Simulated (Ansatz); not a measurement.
# triplet Si2H6O2: levels of theory compared

Wanted: a comparison of 6 runs (UHF/6-31G*, U-r2SCAN/6-31G*, U-revPBE/6-31G*, UBHLYP/6-31G*, UCAM-B3LYP/6-31G*, UPBE/6-31G*) of triplet Si2H6O2. 

The calculation is run with Ansatz 0.2.0.

48 further runs of the same task are left out: 48 set aside as unsound or not needed. Runs told in other sessions of the task aren't counted.

## (1) The structure to begin with

Si2H6O2 has 10 atoms, charge 0, and is taken as a triplet. SMILES of the parent species: `O[SiH2][SiH2]O`. The coordinates come from a PBE0-D4/def2-TZVP relaxation. This is one conformer, not always the lowest. That shape belongs to the parent species and isn't relaxed for this state.

Bond lengths: O1–Si2 1.656 Å, Si2–Si3 2.357 Å, Si3–O4 1.656 Å, O1–H5 0.958 Å, Si2–H6 1.487 Å, Si2–H7 1.494 Å, Si3–H8 1.493 Å, Si3–H9 1.487 Å, O4–H10 0.958 Å. Some angles: O1–Si2–Si3 112.1°, Si2–Si3–O4 112.1°, O1–Si2–H6 105.4°, O1–Si2–H7 111.3°, Si3–Si2–H6 110.5°, Si3–Si2–H7 109.5°, Si2–O1–H5 117.4°, Si2–Si3–H8 109.5°, Si2–Si3–H9 110.5°, O4–Si3–H8 111.3°.

## (2) A single-point energy at UHF/6-31G(d) (spherical functions) (run 1)

Contents of input.yaml:

```yaml
crystal:
  periodic: [false, false, false]
  atoms:
    - symbol: O
      position_ang: [-1.023300, 1.887700, 1.029000]
    - symbol: Si
      position_ang: [0.114300, 0.686000, 0.959700]
    - symbol: Si
      position_ang: [-0.148600, -0.673600, -0.947700]
    - symbol: O
      position_ang: [0.987200, -1.877000, -1.014900]
    - symbol: H
      position_ang: [-1.013300, 2.545500, 0.332800]
    - symbol: H
      position_ang: [-0.079100, -0.112900, 2.199100]
    - symbol: H
      position_ang: [1.498300, 1.246700, 0.986300]
    - symbol: H
      position_ang: [-1.533500, -1.232000, -0.975500]
    - symbol: H
      position_ang: [0.047500, 0.124300, -2.187300]
    - symbol: H
      position_ang: [0.975700, -2.534100, -0.318000]
basis:
  gaussian: {orbitals: 6-31G_st_-spherical.json}
total_charge: 0
magnetization: {spin_polarized: true, initial_magnetization: 2}
hamiltonian: {xc: hf}
accuracy: high
output: {orbitals: {seedname: orbitals}}
```

The basis set 6-31G* is read from a file made from the Basis Set Exchange's data (not shown).

Started as:

```console
$ ansatz run input.yaml --threads 1 --pin off --max-ram 2610MiB --events-out events.jsonl --progress --plain --runs-dir runs
```

Log:

```text
Warning: RAYON_NUM_THREADS=1 ignored (pool sized by the plan → 1); use --threads N
Functional definition: HF
  name "HF"
  exchange = exact_x
  correlation = 0
1719 factors; integrals over basis functions are off by at most 8.4e-9 eV
mean field evaluation 1: about -19883.8636 eV, gradient 3.1e1 eV
mean field evaluation 2: about -19883.9884 eV, gradient 3.2e1 eV
mean field evaluation 4: about -19888.6373 eV, gradient 3.0e0 eV
mean field evaluation 8: about -19888.8222 eV, gradient 2.4e-1 eV
mean field evaluation 16: about -19888.8254 eV, gradient 2.3e-8 eV
mean field evaluation 32: about -19887.2578 eV, gradient 1.2e0 eV
mean field evaluation 64: about -19883.8624 eV, gradient 3.1e1 eV
mean field -19888.82539802 eV, -730.9008522471 hartree, gradient 5.6e-8 eV, S^2 2.008917; 0 other end points of the search recorded, 0 dependent functions left out
reference -19888.82539802 eV, -730.9008522471 hartree; 26, 24 occupied and 50, 52 virtual orbitals, 1719 factors
Total energy: -19888.82539802 eV, -730.9008522471 hartree
```

Wall time 4.8 s (1 thread of Arm Neoverse V1, shared host); peak memory 0.26 GiB.

## (3) A single-point energy at U-r2SCAN/6-31G(d) (spherical functions) (run 2)

Contents of input.yaml:

```yaml
crystal:
  periodic: [false, false, false]
  atoms:
    - {symbol: O, position_ang: [-1.023300, 1.887700, 1.029000]}
    - {symbol: Si, position_ang: [0.114300, 0.686000, 0.959700]}
    - {symbol: Si, position_ang: [-0.148600, -0.673600, -0.947700]}
    - {symbol: O, position_ang: [0.987200, -1.877000, -1.014900]}
    - {symbol: H, position_ang: [-1.013300, 2.545500, 0.332800]}
    - {symbol: H, position_ang: [-0.079100, -0.112900, 2.199100]}
    - {symbol: H, position_ang: [1.498300, 1.246700, 0.986300]}
    - {symbol: H, position_ang: [-1.533500, -1.232000, -0.975500]}
    - {symbol: H, position_ang: [0.047500, 0.124300, -2.187300]}
    - {symbol: H, position_ang: [0.975700, -2.534100, -0.318000]}
basis:
  gaussian: {orbitals: 6-31G_st_-spherical.json}
magnetization: {spin_polarized: true, initial_magnetization: 2}
hamiltonian: {xc: {name: r2SCAN}}
accuracy: high
output: {orbitals: {seedname: orbitals}}
```

The basis set 6-31G* is read from a file made from the Basis Set Exchange's data (not shown).

Started as:

```console
$ ansatz run input.yaml --threads 1 --pin off --max-ram 2610MiB --events-out events.jsonl --progress --plain --runs-dir runs
```

Log:

```text
Warning: RAYON_NUM_THREADS=1 ignored (pool sized by the plan → 1); use --threads N
Functional definition: r2SCAN
  name "r2SCAN"
  parameter k0 = 0.174
  parameter k1 = 0.065
  parameter a1 = 4.9479
  exchange = r2scan_x(k0 = k0, k1 = k1, a1 = a1)
  correlation = r2scan_c
1719 factors; integrals over basis functions are off by at most 8.4e-9 eV
mean field evaluation 1: about -19930.8907 eV, gradient 4.8e1 eV
mean field evaluation 2: about -19887.2966 eV, gradient 1.1e2 eV
mean field evaluation 4: about -19938.9340 eV, gradient 6.5e0 eV
mean field evaluation 8: about -19939.1776 eV, gradient 1.5e-1 eV
mean field evaluation 16: about -19939.1778 eV, gradient 9.6e-5 eV
mean field evaluation 32: about -19937.3886 eV, gradient 4.8e-1 eV
mean field -19939.17775489 eV, -732.7512672321 hartree, gradient 3.9e-8 eV, S^2 2.003900; 1 other end points of the search recorded, 0 dependent functions left out
reference -19939.17775786 eV, -732.7512673411 hartree; 26, 24 occupied and 50, 52 virtual orbitals, 1719 factors
Total energy: -19939.17775786 eV, -732.7512673411 hartree
```

It took 34 s on 1 thread of Arm Neoverse V1, shared host; peak memory 0.43 GiB.

Runs 3 to 5 aren't shown in full; the table further down has their settings and results.

## (4) The energy at UPBE/6-31G(d) (spherical functions) (run 6)

Contents of job.yaml:

```yaml
crystal:
  periodic: [false, false, false]
  atoms:
    - symbol: O
      position_ang: [-1.023300, 1.887700, 1.029000]
    - symbol: Si
      position_ang: [0.114300, 0.686000, 0.959700]
    - symbol: Si
      position_ang: [-0.148600, -0.673600, -0.947700]
    - symbol: O
      position_ang: [0.987200, -1.877000, -1.014900]
    - symbol: H
      position_ang: [-1.013300, 2.545500, 0.332800]
    - symbol: H
      position_ang: [-0.079100, -0.112900, 2.199100]
    - symbol: H
      position_ang: [1.498300, 1.246700, 0.986300]
    - symbol: H
      position_ang: [-1.533500, -1.232000, -0.975500]
    - symbol: H
      position_ang: [0.047500, 0.124300, -2.187300]
    - symbol: H
      position_ang: [0.975700, -2.534100, -0.318000]
basis:
  gaussian:
    orbitals: 6-31G_st_-spherical.json
magnetization:
  spin_polarized: true
  initial_magnetization: 2
hamiltonian:
  xc: pbe
accuracy: high
output: {orbitals: {seedname: orbitals}}
```

The basis set 6-31G* is read from a file made from the Basis Set Exchange's data (not shown).

Started as:

```console
$ ansatz run job.yaml --threads 1 --pin off --max-ram 2610MiB --events-out events.jsonl --progress --plain --runs-dir runs
```

Log:

```text
Warning: RAYON_NUM_THREADS=1 ignored (pool sized by the plan → 1); use --threads N
Functional definition: PBE
  name "PBE"
  parameter kappa = 0.804
  parameter beta = 0.06672455060314922
  exchange = pbe_x(kappa = kappa, mu = beta*pi^2/3)
  correlation = pbe_c(beta = beta)
1719 factors; integrals over basis functions are off by at most 8.4e-9 eV
mean field evaluation 1: about -19920.3534 eV, gradient 5.2e1 eV
mean field evaluation 2: about -19850.1141 eV, gradient 1.3e2 eV
mean field evaluation 4: about -19929.4004 eV, gradient 1.1e1 eV
mean field evaluation 8: about -19930.1062 eV, gradient 5.3e-1 eV
mean field evaluation 16: about -19930.1077 eV, gradient 4.8e-5 eV
mean field evaluation 32: about -19928.4738 eV, gradient 4.1e-1 eV
mean field -19930.10766161 eV, -732.4179474519 hartree, gradient 4.6e-9 eV, S^2 2.001675; 1 other end points of the search recorded, 0 dependent functions left out
reference -19930.10766617 eV, -732.4179476196 hartree; 26, 24 occupied and 50, 52 virtual orbitals, 1719 factors
Total energy: -19930.10766617 eV, -732.4179476196 hartree
```

Run time: 13 s. Hardware: 1 thread of Arm Neoverse V1, shared host; peak memory 0.26 GiB.

## (5) Overview of the runs

| run | level | energy (Eh) | HOMO energy (eV) | ⟨S²⟩ | wall time |
| --- | --- | --- | --- | --- | --- |
| 1 | UHF/6-31G* (spherical functions) | -730.900852 | -4.36 | 2.009 | 4.8 s |
| 2 | U-r2SCAN/6-31G* (spherical functions) | -732.751267 | -2.30 | 2.004 | 34 s |
| 3 | U-revPBE/6-31G* (spherical functions) | -732.712588 | -2.12 | 2.002 | 13 s |
| 4 | UBHLYP/6-31G* (spherical functions) | -732.784306 | -3.33 | 2.007 | 19 s |
| 5 | UCAM-B3LYP/6-31G* (spherical functions) | -732.822371 | -3.71 | 2.005 | 23 s |
| 6 | UPBE/6-31G* (spherical functions) | -732.417948 | -2.18 | 2.002 | 13 s |

## (6) Summary of results

```
                                 quantity          value
                      run 6: total energy  -732.41795 Eh
run 6: HOMO energy (highest over α and β)       -2.18 eV
                              run 6: ⟨S²⟩          2.002
```

Totals of different functionals can't be ranked against each other. All runs together took 1.8 min, the longest 34 s.
